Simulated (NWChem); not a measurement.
# One shape, several levels: GaH3Se (SMILES [GaH2][SeH])

Aim: a comparison of 4 runs (HF/STO-3G, HF/3-21G, B3LYP/6-31G*) of GaH3Se. 

The calculation is run with NWChem 7.3.0.

**1. The molecule**

The species is GaH3Se (5 atoms), meant as a singlet with charge 0. SMILES: `[GaH2][SeH]`. Geometry: relaxed at PBE0-D4/def2-TZVP.

Bond lengths: Ga1–Se2 2.322 Å, Ga1–H3 1.560 Å, Ga1–H4 1.560 Å, Se2–H5 1.468 Å. Angles: Ga1–Se2–H5 93.6°, Se2–Ga1–H3 118.4°, Se2–Ga1–H4 115.1°, H3–Ga1–H4 126.5°.

**2. Energy and gradient at HF/STO-3G (run 1)**

work.nw reads:

```
start work
title "GaH3Se hf"
memory stack 880 mb heap 220 mb global 1100 mb
geometry units atomic noautosym nocenter noautoz
   Ga    -0.92842245    -0.96489416    -0.33353666
   Se     1.41162542     2.71950487    -0.78329148
   H     -0.34752063    -2.72196151     1.96115777
   H     -2.96214570    -1.41786151    -2.41884944
   H      2.92076070     2.24612847     1.49647412
end
basis spherical bse
   * library STO-3G
end
scf
   thresh 1e-08
   maxiter 80
   print medium
end
task scf gradient
```

On the command line:

```console
$ nwchem work.nw > work.out
```

The log of the run:

```text
[...]
  functions       =    39
[...]
  wavefunction    = RHF
[...]
         Total SCF energy =  -4276.200988912396
      One-electron energy =  -6577.474524362510
      Two-electron energy =   2010.674774562086
 Nuclear repulsion energy =    290.598760888028
        Time for solution =      2.8s
[...]
                         RHF ENERGY GRADIENTS
    atom               coordinates                        gradient
                 x          y          z           x          y          z
   1 Ga     -0.928422  -0.964894  -0.333537    0.010943   0.013525   0.001237
   2 Se      1.411625   2.719505  -0.783291    0.013013   0.041031  -0.021039
   3 H      -0.347521  -2.721962   1.961158    0.011021  -0.038102   0.047823
   4 H      -2.962146  -1.417862  -2.418849   -0.041977  -0.010118  -0.042342
   5 H       2.920761   2.246128   1.496474    0.007000  -0.006336   0.014321
[...]
```

Run time: 4.2 s. Hardware: 1 thread of AMD EPYC 9R45 (Zen 5), shared host; peak memory 0.1 GiB.

**3. Energy and forces at HF/3-21G (run 2)**

struct.nw reads:

```
echo
start struct
memory stack 880 mb heap 220 mb global 1100 mb
charge 0

geometry units atomic noautosym nocenter noautoz
Ga    -0.92842245    -0.96489416    -0.33353666
Se     1.41162542     2.71950487    -0.78329148
H     -0.34752063    -2.72196151     1.96115777
H     -2.96214570    -1.41786151    -2.41884944
H      2.92076070     2.24612847     1.49647412
end

basis spherical bse
* library 3-21G
end

scf
thresh 1e-08
maxiter 80
end

task scf gradient
```

On the command line:

```console
$ nwchem struct.nw > struct.out
```

The log of the run:

```text
[...]
  functions       =    50
[...]
  wavefunction    = RHF
[...]
         Total SCF energy =  -4304.052370142900
      One-electron energy =  -6588.277316414108
      Two-electron energy =   1993.626185383180
 Nuclear repulsion energy =    290.598760888028
        Time for solution =      1.6s
[...]
                         RHF ENERGY GRADIENTS
    atom               coordinates                        gradient
                 x          y          z           x          y          z
   1 Ga     -0.928422  -0.964894  -0.333537    0.011302   0.013817   0.001414
   2 Se      1.411625   2.719505  -0.783291   -0.009788  -0.013172  -0.000149
   3 H      -0.347521  -2.721962   1.961158   -0.000131   0.001444  -0.001467
   4 H      -2.962146  -1.417862  -2.418849    0.001666   0.001419   0.000770
   5 H       2.920761   2.246128   1.496474   -0.003049  -0.003509  -0.000567
[...]
```

Wall time 2.9 s (1 thread of AMD EPYC 9R45 (Zen 5), shared host); peak memory 0.1 GiB.

**4. Energy and gradient at B3LYP/6-31G(d) (spherical functions) (run 3)**

run.py reads:

```python
from ase import Atoms
from ase.calculators.nwchem import NWChem

molecule = Atoms(['Ga', 'Se', 'H', 'H', 'H'], positions=[
    [-0.491300, -0.510600, -0.176500],
    [0.747000, 1.439100, -0.414500],
    [-0.183900, -1.440400, 1.037800],
    [-1.567500, -0.750300, -1.280000],
    [1.545600, 1.188600, 0.791900],
])

calc = NWChem(
    label='input',
    theory='dft',
    memory='2200 mb',
    basis='6-31G*',
    basispar='spherical bse',
    dft={'xc': 'b3lyp', 'mult': '1', 'grid': 'xfine', 'convergence': 'energy 1e-08', 'iterations': '100', 'mulliken': None},
)
molecule.calc = calc

forces = molecule.get_forces()
e = molecule.get_potential_energy()
print(f"E = {e:.6f} eV")
print("forces (eV/A):")
for s, f in zip(molecule.symbols, forces):
    print(f"{s:2s} {f[0]:10.5f} {f[1]:10.5f} {f[2]:10.5f}")
print("dipole (e A):", molecule.get_dipole_moment().round(4))
```

On the command line:

```console
$ export ASE_NWCHEM_COMMAND="nwchem PREFIX.nwi > PREFIX.nwo"
$ python run.py
```

The log of the run:

```text
E = -117763.727207 eV
forces (eV/A):
Ga   -0.11220   -0.16203    0.00838
Se    0.01676    0.31851   -0.26611
H     0.03435   -0.08695    0.12074
H    -0.09873   -0.02247   -0.10115
H     0.15987   -0.04710    0.23814
dipole (e A): [-0.006  -0.1578  0.1348]
```

The calculator wrote input.nwi:

```
title "input"

permanent_dir input

scratch_dir input

start input

geometry units angstrom nocenter noautosym noautoz
  Ga -4.9130000000000001e-01 -5.1060000000000005e-01 -1.7649999999999999e-01
  Se 7.4700000000000000e-01 1.4391000000000000e+00 -4.1449999999999998e-01
  H  -1.8390000000000001e-01 -1.4403999999999999e+00 1.0378000000000001e+00
  H  -1.5674999999999999e+00 -7.5029999999999997e-01 -1.2800000000000000e+00
  H  1.5456000000000001e+00 1.1886000000000001e+00 7.9190000000000005e-01
end

memory 2200 mb

basis spherical bse noprint
   * library 6-31G*
end

dft
  xc b3lyp
  mult 1
  grid xfine
  convergence energy 1e-08
  iterations 100
  mulliken
end

task dft gradient
```

input.nwo, cut to the lines that bear on the results:

```text
[...]
         Total DFT energy =    -4327.737186977940
[...]
  wavefunction    = closed shell
                         DFT ENERGY GRADIENTS
    atom               coordinates                        gradient
                 x          y          z           x          y          z
   1 Ga     -0.928422  -0.964894  -0.333537    0.002182   0.003151  -0.000163
   2 Se      1.411625   2.719505  -0.783291   -0.000326  -0.006194   0.005175
   3 H      -0.347521  -2.721961   1.961158   -0.000668   0.001691  -0.002348
   4 H      -2.962145  -1.417861  -2.418849    0.001920   0.000437   0.001967
   5 H       2.920760   2.246128   1.496474   -0.003109   0.000916  -0.004631
[...]
```

Run time: 17 s. Hardware: 1 thread of AMD EPYC 9R45 (Zen 5), shared host; peak memory 0.13 GiB.

**5. Energy and gradient at B3LYP/6-31G(d) (Cartesian functions) (run 4)**

job.nw reads:

```
start job
memory stack 880 mb heap 220 mb global 1100 mb

geometry units angstrom noautosym nocenter noautoz
  Ga      -0.491300      -0.510600      -0.176500
  Se       0.747000       1.439100      -0.414500
  H       -0.183900      -1.440400       1.037800
  H       -1.567500      -0.750300      -1.280000
  H        1.545600       1.188600       0.791900
end

basis cartesian
  * library 6-31G*
end

dft
  xc b3lyp
  grid xfine
  convergence energy 1e-08
  maxiter 100
  mulliken
end

task dft gradient
```

On the command line:

```console
$ nwchem job.nw > job.out
```

The log of the run:

```text
[...]
          Wavefunction type:  closed shell.
          No. of atoms     :     5
          No. of electrons :    68
[...]
          Charge           :     0
          Spin multiplicity:     1
[...]
          AO basis - number of functions:    76
[...]
              XC Information
              --------------
                         B3LYP Method XC Potential
                     Hartree-Fock (Exact) Exchange  0.200
                        Slater Exchange Functional  0.800 local
                    Becke 1988 Exchange Functional  0.720 non-local
              Lee-Yang-Parr Correlation Functional  0.810
                  VWN I RPA Correlation Functional  0.190 local
[...]
 d= 0,ls=0.0,diis     1  -4327.7086011139 -4.62D+03  1.39D-02  1.80D+00     1.7
[...]
 d= 0,ls=0.0,diis    10  -4327.7495278236 -1.12D-09  3.85D-07  9.41D-10    12.0
         Total DFT energy =    -4327.749527823591
      One electron energy =    -6607.459301405232
           Coulomb energy =     2152.410596021717
    Exchange-Corr. energy =     -163.299604778407
 Nuclear repulsion energy =      290.598782338331
[...]
      Total Density - Mulliken Population Analysis
     ---------------------------------------------
    Atom       Charge   Shell Charges
 -----------   ------   -------------------------------------------------------
    1 Ga  31    31.04   2.00  1.99  6.00  1.95  5.99  1.38  1.55  0.06  0.13  6.85  2.95  0.19
    2 Se  34    34.16   2.00  1.99  6.00  1.93  5.98  1.56  3.21  0.32  1.03  6.99  2.96  0.19
    3 H    1     0.95   0.48  0.47
    4 H    1     0.95   0.48  0.47
    5 H    1     0.89   0.48  0.42
[...]
  wavefunction    = closed shell
                         DFT ENERGY GRADIENTS
    atom               coordinates                        gradient
                 x          y          z           x          y          z
   1 Ga     -0.928422  -0.964894  -0.333537    0.002563   0.003691  -0.000183
   2 Se      1.411625   2.719505  -0.783291   -0.000178  -0.006152   0.005317
   3 H      -0.347521  -2.721961   1.961158   -0.000454   0.001153  -0.001600
   4 H      -2.962145  -1.417861  -2.418849    0.001284   0.000353   0.001263
   5 H       2.920760   2.246128   1.496474   -0.003215   0.000955  -0.004797
[...]
```

Run time: 19 s. Hardware: 1 thread of AMD EPYC 9R45 (Zen 5), shared host; peak memory 0.13 GiB.

**6. Overview of the runs**

| run | level | iteration cap | module | energy (Eh) | dipole moment (D) | HOMO energy (eV) | LUMO energy (eV) | wall time |
| --- | --- | --- | --- | --- | --- | --- | --- | --- |
| 1 | HF/STO-3G | 80 | scf | -4276.200989 | 1.47 | -7.45 | 4.56 | 4.2 s |
| 2 | HF/3-21G | 80 | scf | -4304.052370 | 1.86 | -9.65 | 1.05 | 2.9 s |
| 3 | B3LYP/6-31G* (spherical functions) | 100 | dft | -4327.737187 | 1.00 | -7.01 | -1.79 | 17 s |
| 4 | B3LYP/6-31G* (Cartesian functions) | 100 | dft | -4327.749528 | 1.00 | -7.01 | -1.78 | 19 s |

**7. What came out**

```
                       quantity           value
            run 4: total energy  -4327.74953 Eh
           run 4: dipole moment          1.00 D
             run 4: HOMO energy        -7.01 eV
             run 4: LUMO energy        -1.78 eV
           run 4: HOMO–LUMO gap         5.22 eV
run 4: largest force on an atom      0.418 eV/Å
```

In words: The dipole moment (its size) runs from 1.00 D (B3LYP/6-31G*) to 1.86 D (HF/3-21G). The two ends differ in method and basis. The HOMO–LUMO gap runs from 5.21 eV (B3LYP/6-31G*) to 12.01 eV (HF/STO-3G). In run 1 the basis is minimal, so the values are rough. All runs together took 43 s, the longest 19 s.
